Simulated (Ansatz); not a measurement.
# ZnN2H4: how energies converge with the basis set

How large a basis does ZnN2H4 need? Two functionals are run in growing sets.

Method: one geometry, several basis sets; program: Ansatz 0.2.0, Gaussian basis.

Levels to be run: PBE0-D4/def2-SVP; ωB97M-V/def2-SVP; PBE0-D4/def2-QZVPP; ωB97M-V/def2-QZVPP; the functionals' def2-TZVPP values are taken from earlier runs.

**1. The relaxed structure**

An earlier PBE0-D4 in a triple-zeta def2 set relaxation fixed the geometry.

7 atoms, charge 0, spin multiplicity 1.

Atoms are counted from 1 here; the program's logs count them from 0.

Bond lengths: N1–Zn2 1.811 Å, N1–H4 1.009 Å, N1–H5 1.010 Å, Zn2–N3 1.811 Å, N3–H6 1.010 Å, N3–H7 1.009 Å. Angles: Zn2–N1–H4 117.8°, Zn2–N1–H5 117.9°, H4–N1–H5 108.3°, N1–Zn2–N3 174.1°, Zn2–N3–H6 117.9°, Zn2–N3–H7 117.8°, H6–N3–H7 108.3°.

As a file:

| atom | x (Å) | y (Å) | z (Å) |
| --- | --- | --- | --- |
| N1 | -1.4370 | -0.1735 | -1.0945 |
| Zn2 | 0.0281 | -0.0085 | -0.0423 |
| N3 | 1.5943 | 0.1259 | 0.8575 |
| H4 | -2.3123 | -0.4076 | -0.6492 |
| H5 | -1.6118 | 0.5496 | -1.7772 |
| H6 | 2.1469 | -0.7115 | 0.9710 |
| H7 | 1.5918 | 0.6256 | 1.7347 |

**2. PBE0-D4 in def2-SVP**

Input file in.yaml:

```yaml
crystal:
  periodic: [false, false, false]
  atoms:
    - {symbol: N, position_ang: [-1.437046, -0.173464, -1.094470]}
    - {symbol: Zn, position_ang: [0.028102, -0.008502, -0.042343]}
    - {symbol: N, position_ang: [1.594303, 0.125885, 0.857539]}
    - {symbol: H, position_ang: [-2.312252, -0.407595, -0.649214]}
    - {symbol: H, position_ang: [-1.611778, 0.549607, -1.777186]}
    - {symbol: H, position_ang: [2.146879, -0.711525, 0.971016]}
    - {symbol: H, position_ang: [1.591782, 0.625604, 1.734658]}
basis:
  gaussian: {orbitals: def2-SVP}
hamiltonian: {xc: pbe0, dispersion: d4}
output: {orbitals: {seedname: orbitals}}
```

On the command line:

```sh
$ ansatz run in.yaml --threads 2 --pin off --events-out ev --progress --plain --max-ram 32768MiB --backend cpu
```

Further steps of the session: ωB97M-V in def2-SVP; PBE0-D4 in def2-QZVPP; ωB97M-V in def2-QZVPP.

**Question.** What will the summary of the whole plan be? Wanted: PBE0-D4: double and triple zeta above quadruple; ωB97M-V: double and triple zeta above quadruple.

As calculated:

| quantity | value |
| --- | --- |
| PBE0-D4: double and triple zeta above quadruple | 12.46, 1.42 eV |
| ωB97M-V: double and triple zeta above quadruple | 12.56, 1.38 eV |

What this shows: For PBE0-D4 the step from double to triple zeta gains 11.04 eV and the next only 1.42 eV. These are total energies; as a rule much of such shifts cancels in differences, which this series doesn't test. The LUMO of ωB97M-V is positive and keeps falling with the basis (1.39 to 0.70 eV): an unbound level that the basis holds in place.
